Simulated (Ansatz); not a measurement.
**UB3LYP/cc-pVDZ run of BSiH3ClO (SMILES [SiH3]O[B]Cl)**

Aim: the energy change on altering one bond length of BSiH3ClO at UB3LYP/cc-pVDZ, from 2 runs. 

The calculation is run with Ansatz 0.2.0.

128 further runs of the same task are left out: 128 set aside as unsound or not needed.

## (1) The system as given

BSiH3ClO: 7 atoms, total charge 0, spin state doublet. As SMILES, `[SiH3]O[B]Cl`. The coordinates come from a PBE0-D4/def2-TZVP relaxation. This is one conformer, not always the lowest.

Bond lengths: Si1–O2 1.667 Å, O2–B3 1.324 Å, B3–Cl4 1.747 Å, Si1–H5 1.480 Å, Si1–H6 1.482 Å, Si1–H7 1.480 Å. Angles: Si1–O2–B3 133.9°, O2–B3–Cl4 123.5°, O2–Si1–H5 107.1°, O2–Si1–H6 109.9°, O2–Si1–H7 107.2°, H5–Si1–H6 110.9°, H5–Si1–H7 110.6°, H6–Si1–H7 110.9°.

## (2) The energy at UB3LYP/cc-pVDZ

in.yaml reads:

```yaml
crystal:
  periodic: [false, false, false]
  atoms:
    - {symbol: Si, position_ang: [-0.573000, 0.775400, 0.374800]}
    - {symbol: O, position_ang: [0.044900, -0.648400, -0.233600]}
    - {symbol: B, position_ang: [1.256200, -1.042100, -0.596600]}
    - {symbol: Cl, position_ang: [1.605000, -2.636800, -1.219100]}
    - {symbol: H, position_ang: [-1.201300, 0.456800, 1.676100]}
    - {symbol: H, position_ang: [0.515600, 1.766600, 0.541200]}
    - {symbol: H, position_ang: [-1.586300, 1.260400, -0.588400]}
basis:
  gaussian: {orbitals: cc-pVDZ}
accuracy: high
output: {orbitals: {seedname: orbitals}}
hamiltonian: {xc: {name: B3LYP}}
magnetization: {spin_polarized: true, initial_magnetization: 1}
```

Started as:

```
ansatz run in.yaml --threads 1 --pin off --max-ram 3480MiB --events-out events.jsonl --progress --plain --runs-dir runs
```

The program printed:

```text
Warning: RAYON_NUM_THREADS=1 ignored (pool sized by the plan → 1); use --threads N
Functional definition: B3LYP
  name "B3LYP"
  parameter a0 = 0.2
  parameter ax = 0.72
  parameter ac = 0.81
  exchange = (1 - a0 - ax)*slater_x + ax*b88_x + a0*exact_x
  correlation = (1 - ac)*vwn_rpa_c + ac*lyp_c
1786 factors; integrals over basis functions are off by at most 6.3e-9 eV
mean field evaluation 1: about -23170.8948 eV, gradient 3.2e1 eV
mean field evaluation 2: about -23159.8156 eV, gradient 6.3e1 eV
mean field evaluation 4: about -23174.5681 eV, gradient 1.5e0 eV
mean field evaluation 8: about -23174.6978 eV, gradient 8.4e-2 eV
mean field evaluation 16: about -23174.6978 eV, gradient 7.8e-5 eV
mean field -23174.69781898 eV, -851.6544364730 hartree, gradient 8.3e-8 eV, S^2 0.752085; 0 other end points of the search recorded, 0 dependent functions left out
reference -23174.69785970 eV, -851.6544379697 hartree; 24, 23 occupied and 55, 56 virtual orbitals, 1786 factors
Total energy: -23174.69785970 eV, -851.6544379697 hartree
```

Wall time 11 s (1 thread of Arm Neoverse V2, shared host); peak memory 0.37 GiB.

## (3) The distorted shape, same level

input.yaml reads:

```yaml
crystal:
  periodic: [false, false, false]
  atoms:
    - {symbol: Si, position_ang: [-0.677643, 1.253824, 0.561556]}
    - {symbol: O, position_ang: [-0.059743, -0.169976, -0.046844]}
    - {symbol: B, position_ang: [1.151557, -0.563676, -0.409844]}
    - {symbol: Cl, position_ang: [1.605000, -2.636800, -1.219100]}
    - {symbol: H, position_ang: [-1.305943, 0.935224, 1.862856]}
    - {symbol: H, position_ang: [0.410957, 2.245024, 0.727956]}
    - {symbol: H, position_ang: [-1.690943, 1.738824, -0.401644]}
basis:
  gaussian: {orbitals: cc-pVDZ}
magnetization: {spin_polarized: true, initial_magnetization: 1}
hamiltonian: {xc: {name: B3LYP}}
accuracy: high
output: {orbitals: {seedname: orbitals}}
```

Started as:

```
ansatz run input.yaml --threads 1 --pin off --max-ram 3480MiB --events-out events.jsonl --progress --plain --runs-dir runs
```

The program printed:

```text
Warning: RAYON_NUM_THREADS=1 ignored (pool sized by the plan → 1); use --threads N
Functional definition: B3LYP
  name "B3LYP"
  parameter a0 = 0.2
  parameter ax = 0.72
  parameter ac = 0.81
  exchange = (1 - a0 - ax)*slater_x + ax*b88_x + a0*exact_x
  correlation = (1 - ac)*vwn_rpa_c + ac*lyp_c
1787 factors; integrals over basis functions are off by at most 4.0e-9 eV
mean field evaluation 1: about -23169.7854 eV, gradient 3.2e1 eV
mean field evaluation 2: about -23157.8084 eV, gradient 6.5e1 eV
mean field evaluation 4: about -23173.5203 eV, gradient 2.3e0 eV
mean field evaluation 8: about -23173.6451 eV, gradient 2.8e-1 eV
mean field evaluation 16: about -23173.6458 eV, gradient 5.3e-4 eV
mean field -23173.64576501 eV, -851.6157742028 hartree, gradient 5.6e-8 eV, S^2 0.756853; 0 other end points of the search recorded, 0 dependent functions left out
reference -23173.64580767 eV, -851.6157757707 hartree; 24, 23 occupied and 55, 56 virtual orbitals, 1787 factors
Total energy: -23173.64580767 eV, -851.6157757707 hartree
```

Wall time 11 s (1 thread of Arm Neoverse V2, shared host); peak memory 0.37 GiB.

## (4) Outcome

Level: UB3LYP/cc-pVDZ.

```
                                                          quantity          value
                                         first shape: total energy  -851.65444 Eh
                   first shape: HOMO energy (highest over α and β)       -5.52 eV
                    first shape: LUMO energy (lowest over α and β)       -1.80 eV
                                                 first shape: ⟨S²⟩          0.752
                                     distorted shape: total energy  -851.61578 Eh
               distorted shape: HOMO energy (highest over α and β)       -6.74 eV
                distorted shape: LUMO energy (lowest over α and β)       -3.43 eV
                                             distorted shape: ⟨S²⟩          0.757
energy change with the B3–Cl4 bond stretched from 1.747 to 2.271 Å       1.052 eV
```

What this shows: With the B3–Cl4 bond stretched from 1.747 to 2.271 Å the energy rises by 1.05 eV (24 kcal/mol). The first shape isn't relaxed at this level, so the change isn't measured from a minimum.
